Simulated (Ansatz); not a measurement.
# TaCo: structure and electronic properties

The task here is to estimate one member of a computed series from the others.

Computed with Ansatz 0.2.0 (DFT r2SCAN, scalar-relativistic, plane waves, PAW, unless a step's input says otherwise).

## The starting structure

It takes space group Pm-3m (No. 221, cubic). The conventional cell has a = 3.068 Å, b = 3.068 Å, c = 3.068 Å, α = 90.00°, β = 90.00°, γ = 90.00°. Ta (site symmetry m-3m) has 8 Co at 2.66 Å as nearest neighbours. Co (site symmetry m-3m) is surrounded by 8 Ta at 2.66 Å.

Structure file:

```xyz
2
Lattice="3.0684 0.0000 0.0000 0.0000 3.0684 0.0000 0.0000 0.0000 3.0684" Properties=species:S:1:pos:R:3 pbc="T T T"
Ta    0.0000    0.0000    0.0000
Co    1.5342    1.5342    1.5342
```

Source of the structure: the Materials Project (structure only).

The first run:

(A quick probe on a coarse mesh, which set the mesh and smearing, is not shown.)

The input, input.yaml:

```yaml
crystal:
  lattice:
    - [3.068399, 0.0, 0.0]
    - [0.0, 3.068399, 0.0]
    - [0.0, 0.0, 3.068399]
  atoms:
    - { symbol: Ta, position: [0.0, 0.0, 0.0], spin: 0.22 }
    - { symbol: Co, position: [0.5, 0.5, 0.5], spin: 1.86 }
basis:
  ecutwfc: 500
kpoints:
  mp_grid: { grid: [14, 14, 14] }
hamiltonian:
  xc: r2scan
scf:
  occupations: { method: gaussian, width: 0.1 }
output:
  forces: true
  stress: true
  eigenvalues: true
  populations: true
magnetization:
  spin_polarized: true
relax:
  adjacent_minimum: "off"
  f_tol: 0.005
  max_steps: 80
  cell: { stress_tol: 0.05 }
```

Among the steps run: Full relaxation; Electronic structure at the relaxed geometry; The cell scaled to 0.97 of its volume; Point at V/V0 = 1.03; Volume × 0.94; The cell scaled to 1.06 of its volume.

One table of the session follows, with a row left open; its other results are not shown here.

It belongs to the step «Equation of state». 

| volume (Å³/atom) | energy above the lowest point (meV/atom) | pressure (GPa) | largest moment (μB) |
| --- | --- | --- | --- |
| 13.617 | 39.9 | 15.42 | 1.63 |
| 14.051 | 9.5 | 7.14 | 1.66 |
| 14.486 | 0.0 | 0.00 | 1.69 |
| 14.920 | ? | ? | ? |
| 15.355 | 32.6 | -11.42 | 1.75 |

Q: Estimate the row for volume (Å³/atom) = 14.920 from the others.

Worked estimate for «energy above the lowest point (meV/atom)». A straight line through the neighbours (14.486, 0.0) and (15.355, 32.6) gives 0.0 + (32.6 − 0.0) × (14.920 − 14.486) / (15.355 − 14.486) = 16.3; a parabola fitted to 3 rows on both sides gives 7.7.

The run gave: energy above the lowest point (meV/atom): 8.6; pressure (GPa): -6.16; largest moment (μB): 1.72. In «energy above the lowest point (meV/atom)» the line misses by +7.7 and the parabola by -0.9.

Caveats from the session: The projections leave out shells that the potentials don't hold, such as empty d states. The magnetic state reached may not be the lowest one. Warnings in the runs' records: stability check not made.
